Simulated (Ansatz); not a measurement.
# AlGe+ (singlet): the correlation ladder at distance Ge1–Al2 = 3.130 Å, cc-pVTZ

One table from this session's results is given with a row withheld; the runs are named, their logs left out.

Computed with Ansatz 0.2.0, Gaussian basis. Level: cc-pVTZ, core rule «outside noble gas», up to 19 orbitals frozen.

Plan: UHF; CCSD(T) on RHF; BCCD(T) on RHF; CISD; CCSDT(Q) on RHF; CCSDT(Q) on UHF; CASSCF and MRCISD+Q, 2 electrons in 2 orbitals; CASSCF and NEVPT2, 2 electrons in 2 orbitals; CASSCF and MRCISD+Q, 6 electrons in 8 orbitals; CASSCF and NEVPT2, 6 electrons in 8 orbitals.

30 further runs of the same task are left out: 27 that didn't finish, 3 set aside as unsound or not needed.

### The system

The geometry derives from a PBE0/def2-TZVP stationary point (not a proven minimum). One bond is set to the value named and the two fragments are kept rigid. No spin-orbit coupling is included. The filled d shell of Ge may be among the frozen orbitals whatever the setting's name suggests; the logs give the count.

2 atoms, charge 1, spin multiplicity 1.

Atoms are counted from 1 here; the program's logs count them from 0.

No contacts short enough for the rule that draws bonds.

Set-up of the first run:

Contents of in.yaml:

```yaml
crystal:
  periodic: [false, false, false]
  atoms:
    - {symbol: Ge, position_ang: [0.000000, 0.000000, 0.000000]}
    - {symbol: Al, position_ang: [0.000000, 0.000000, 3.129900]}
basis:
  gaussian: {orbitals: cc-pVTZ}
total_charge: 1
magnetization: {spin_polarized: true, initial_magnetization: 0}
hamiltonian: {xc: hf}
output: {orbitals: {seedname: orbitals}}
```

Started as:

```bash
$ ansatz run in.yaml --threads 1 --pin off --events-out ev --progress --plain --max-ram 2393MiB
```

Among the steps run: UHF; CCSD(T) on RHF; BCCD(T) on RHF; CISD; CCSDT(Q) on RHF; CCSDT(Q) on UHF; CASSCF and MRCISD+Q, 2 electrons in 2 orbitals; CASSCF and NEVPT2, 2 electrons in 2 orbitals; CASSCF and MRCISD+Q, 6 electrons in 8 orbitals; CASSCF and NEVPT2, 6 electrons in 8 orbitals.

One of the session's tables, all rows but one given; the rest of the session is left out.

| method | from RCCSDT(Q) (kJ/mol) |
| --- | --- |
| RHF | +362.6 |
| RMP2 | +101.5 |
| CISD | +40.9 |
| RCCSD | +15.2 |
| RCCSD(T) | +4.1 |
| BCCD(T) | +4.0 |
| RCCSDT | +1.2 |
| RCCSDT(Q) | 0 |
| CASSCF valence | ? |
| NEVPT2 valence | +60.3 |
| MRCISD valence | +15.3 |
| MRCISD+Q valence | +6.3 |

Estimate the missing values for CASSCF valence.

The run gave: from RCCSDT(Q) (kJ/mol): +176.0. In the column «from RCCSDT(Q) (kJ/mol)» it lies between RMP2 (+101.5) and RHF (+362.6).

Not comparable, so not listed: CCSDT(Q) on UHF; CASSCF and NEVPT2, 2 electrons in 2 orbitals (they don't share determinant, frozen orbitals or solution with the rows shown, or repeat one).

Caveats from the session: Left out of the table: CASSCF pair, MRCISD pair, MRCISD+Q pair (the active space lost an orbital or holds another state than full CI finds). Warnings in the runs' records: passed over end.
